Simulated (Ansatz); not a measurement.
# C2H2N2Si: how energies converge with the basis set

The task here is to estimate one member of a computed series from the others.

Computed with Ansatz 0.2.0, Gaussian basis. Level: one geometry, several basis sets.

Levels to be run: PBE0-D4/def2-SVP; ωB97M-V/def2-SVP; PBE0-D4/def2-QZVPP; ωB97M-V/def2-QZVPP; the functionals' def2-TZVPP values are taken from earlier runs.

## The geometry

The geometry comes from an earlier relaxation with PBE0-D4 in a triple-zeta def2 set; it is a stationary point, not always the lowest conformer.

SMILES `N#C[SiH2]C#N`, 7 atoms, charge 0, spin multiplicity 1.

Atoms are counted from 1 here; the program's logs count them from 0.

Bond lengths: N1–C2 1.151 Å, C2–Si3 1.839 Å, Si3–C4 1.839 Å, Si3–H6 1.474 Å, Si3–H7 1.474 Å, C4–N5 1.151 Å. Angles: N1–C2–Si3 178.6°, C2–Si3–C4 107.1°, C2–Si3–H6 109.0°, C2–Si3–H7 109.0°, C4–Si3–H6 109.0°, C4–Si3–H7 109.0°, H6–Si3–H7 113.4°, Si3–C4–N5 178.6°.

Geometry (Å):

```xyz
7
C2H2N2Si
N     0.1869   -2.4957    1.0060
C     0.2638   -1.3967    0.6720
Si    0.4223    0.3635    0.1629
C    -0.9713    0.7230   -0.9822
N    -1.8346    0.9735   -1.7013
H     0.2987    1.2217    1.3549
H     1.6953    0.5427   -0.5580
```

The first run:

The input, in.yaml:

```yaml
crystal:
  periodic: [false, false, false]
  atoms:
    - {symbol: N, position_ang: [0.186918, -2.495675, 1.005969]}
    - {symbol: C, position_ang: [0.263824, -1.396717, 0.671999]}
    - {symbol: Si, position_ang: [0.422298, 0.363495, 0.162928]}
    - {symbol: C, position_ang: [-0.971314, 0.722962, -0.982168]}
    - {symbol: N, position_ang: [-1.834576, 0.973466, -1.701325]}
    - {symbol: H, position_ang: [0.298714, 1.221656, 1.354871]}
    - {symbol: H, position_ang: [1.695336, 0.542712, -0.557974]}
basis:
  gaussian: {orbitals: def2-SVP}
hamiltonian: {xc: pbe0, dispersion: d4}
output: {orbitals: {seedname: orbitals}}
```

Launch:

```
$ ansatz run in.yaml --threads 4 --pin off --events-out ev --progress --plain --max-ram 10444MiB
```

Steps of the session up to this table: PBE0-D4 in def2-SVP; ωB97M-V in def2-SVP; PBE0-D4 in def2-QZVPP; ωB97M-V in def2-QZVPP.

One table of the session follows, with a row left open; its other results are not shown here.

| functional | basis | HOMO (eV) |
| --- | --- | --- |
| PBE0-D4 | def2-SVP | -10.24 |
| PBE0-D4 | def2-TZVPP | -10.32 |
| PBE0-D4 | def2-QZVPP | -10.33 |
| ωB97M-V | def2-SVP | ? |
| ωB97M-V | def2-TZVPP | -12.58 |
| ωB97M-V | def2-QZVPP | -12.59 |

Q: Estimate the row for ωB97M-V, def2-SVP from the others.

As computed: HOMO (eV): -12.45. In the column «HOMO (eV)» it lies between ωB97M-V, def2-TZVPP (-12.58) and PBE0-D4, def2-QZVPP (-10.33).
